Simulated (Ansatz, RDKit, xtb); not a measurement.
**C3H10SSi: which of the isomers drawn lies lowest?**

A sample of isomers of C3H10SSi is drawn. Aim: find which of them has the lowest free energy at 298.15 K, then its properties. The sample is small against all isomers, and the most stable one of this formula need not be in it.

The funnel: GFN2-xTB relaxations, single points with a density functional, relaxations at B3LYP/def2-SVP, harmonic vibrations (at GFN2-xTB), and a last energy at a higher level. All values are calculated.

## (1) Candidates

Isomers were taken from a list of plausible structures; this is a sample, not all of them. That gives 4 candidates.

```
label             SMILES     spin
 c232      CC[Si@@H](C)S  singlet
 c466         CC[SiH2]CS  singlet
 c932        C[SiH](C)CS  singlet
 c983  C[SiH2][C@@H](C)S  singlet
```

Candidates are built by distance geometry, with a force field where one applies, in up to four conformers (letters a to d).

**Question.** With final energies at CCSD(T)/def2-SVP + MP2/def2-TZVPP - MP2/def2-SVP, which structure will this search put lowest in free energy, and by what margin?

| quantity | value |
| --- | --- |
| lowest structure found | CC[Si@@H](C)S, singlet |
| next finalist | C[SiH](C)CS, singlet, 14.9 kcal/mol higher in G |
| share at equilibrium, among the finalists | 100.0 % |

`CC[Si@@H](C)S` comes out lowest. Among the finalists first place is clear (14.9 kcal/mol); structures outside the list aren't covered. GFN2-xTB, HF/STO-3G, r2SCAN-D4/def2-SVP, B3LYP/def2-SVP, HF/def2-SVP and MP2/def2-SVP already put its bonding pattern lowest among the structures in one piece. 6 minima inside the window were never screened. The search is not exhaustive (a finite list of starts, one conformer a finalist), so a lower isomer can't be ruled out. Only 4 drawn patterns were tried, so whole families of isomers are missing, and the result ranks this sample alone. The lowest isomer need not be the one that is made and kept in a bottle, which depends on barriers.
